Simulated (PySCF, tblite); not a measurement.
**C5H10BrFSi2: geometry, infrared bands and NMR shifts**

What infrared bands and NMR shifts should C5H10BrFSi2 (`C#C[C@@H](F)[C@@H](C)[SiH2][SiH2]Br`) show?

Computed with tblite 0.8.0 and PySCF 2.14.0, with density-fitted response routines of our own, on a single molecule in the gas phase. Atoms count from 0, in the outputs and in this text.

### 1 The molecule as given

19 atoms, charge 0, multiplicity 1; geometry from: force field or distance geometry start.

Bonds of the start (Å): C0–C1 1.23, C1–C2 1.45, C2–F3 1.41, C2–C4 1.50, C4–C5 1.51, C4–Si6 1.85, Si6–Si7 2.22, Si7–Br8 2.26, C0–H9 1.07, C2–H10 1.11, C4–H11 1.11, C5–H12 1.13, C5–H13 1.11, C5–H14 1.10, Si6–H15 1.47, Si6–H16 1.46, Si7–H17 1.48, Si7–H18 1.47.

### 2 Relaxing the molecule with GFN2-xTB

The job: settings as JSON, then the geometry in Å.

```
{"job": {"kind": "relax", "xc": "GFN2-xTB", "basis": "xTB"}, "charge": 0, "multiplicity": 1}
C      3.553800     0.330200     0.841700
C      2.422800     0.606300     0.456200
C      1.075900     0.932400     0.035900
F      1.136400     1.900300    -0.989200
C      0.455800    -0.330000    -0.488500
C      0.446700    -1.343700     0.632700
Si    -1.209800    -0.093200    -1.264400
Si    -2.734000     0.650700     0.175600
Br    -4.718800    -0.238300    -0.449200
H      4.542900     0.095300     1.165700
H      0.547600     1.334100     0.923400
H      1.133300    -0.735300    -1.274100
H      1.481700    -1.785500     0.626100
H      0.355600    -0.864900     1.628900
H     -0.299100    -2.127500     0.443400
H     -1.661800    -1.413100    -1.742500
H     -1.158100     0.813500    -2.407300
H     -2.497700     0.166700     1.554700
H     -2.882900     2.111200     0.123300
```

Started as:

```sh
> OMP_NUM_THREADS=1 python probes_run.py task.json out
```

This one command runs all jobs of the session in turn.

**Question.** This job is followed by: GFN2-xTB harmonic vibrations, gas phase; GIAO PBE0/pcSseg-1 NMR shielding, non-relativistic, gas phase. Predict these results of the whole session: strongest single infrared mode (GFN2-xTB); zero-point energy (GFN2-xTB); ¹³C shifts against TMS (PBE0/pcSseg-1); ¹H shifts against TMS (PBE0/pcSseg-1, means over atoms taken as alike); ¹⁹F shifts against CFCl3 (PBE0/pcSseg-1); ²⁹Si shifts against TMS (PBE0/pcSseg-1); ⁷⁹Br shifts against HBr (PBE0/pcSseg-1).

As calculated:

```
                                                              quantity                                               value
                             strongest single infrared mode (GFN2-xTB)                                660 cm⁻¹, 557 km/mol
                                          zero-point energy (GFN2-xTB)                                       80.1 kcal/mol
                                ¹³C shifts against TMS (PBE0/pcSseg-1)                    89.9, 86.0, 85.3, 31.7, 15.9 ppm
¹H shifts against TMS (PBE0/pcSseg-1, means over atoms taken as alike)  5.50, 5.43, 4.59, 4.37, 3.84, 2.25, 2.03, 1.24 ppm
                              ¹⁹F shifts against CFCl3 (PBE0/pcSseg-1)                                          -179.6 ppm
                               ²⁹Si shifts against TMS (PBE0/pcSseg-1)                                    -39.9, -61.5 ppm
                               ⁷⁹Br shifts against HBr (PBE0/pcSseg-1)                                            -265 ppm
```

In words: Over 111 steps the energy fell by 0.522 eV; of the close pairs, Si6–Si7 changed most, 2.225 to 2.312 Å. All 51 modes are real, so the xTB geometry is a minimum. The strongest single mode, at 660 cm⁻¹, has its largest shares on H9, H17, H15 and H16 (the list is cut at 4 atoms). GFN2-xTB is a fitted tight-binding method: band positions and strengths are rough. Its intensities can rank the bands wrongly. The most deshielded carbon is C2 (propargylic sp3 CH bonded to F), at 89.9 ppm: deshielded by the electronegative neighbour. At PBE0/pcSseg-1: Shielding is most anisotropic at C1 (span 307 ppm, paramagnetic term -155 ppm). Spin-orbit coupling is left out, which matters for shieldings and couplings at and beside the heavy atoms.
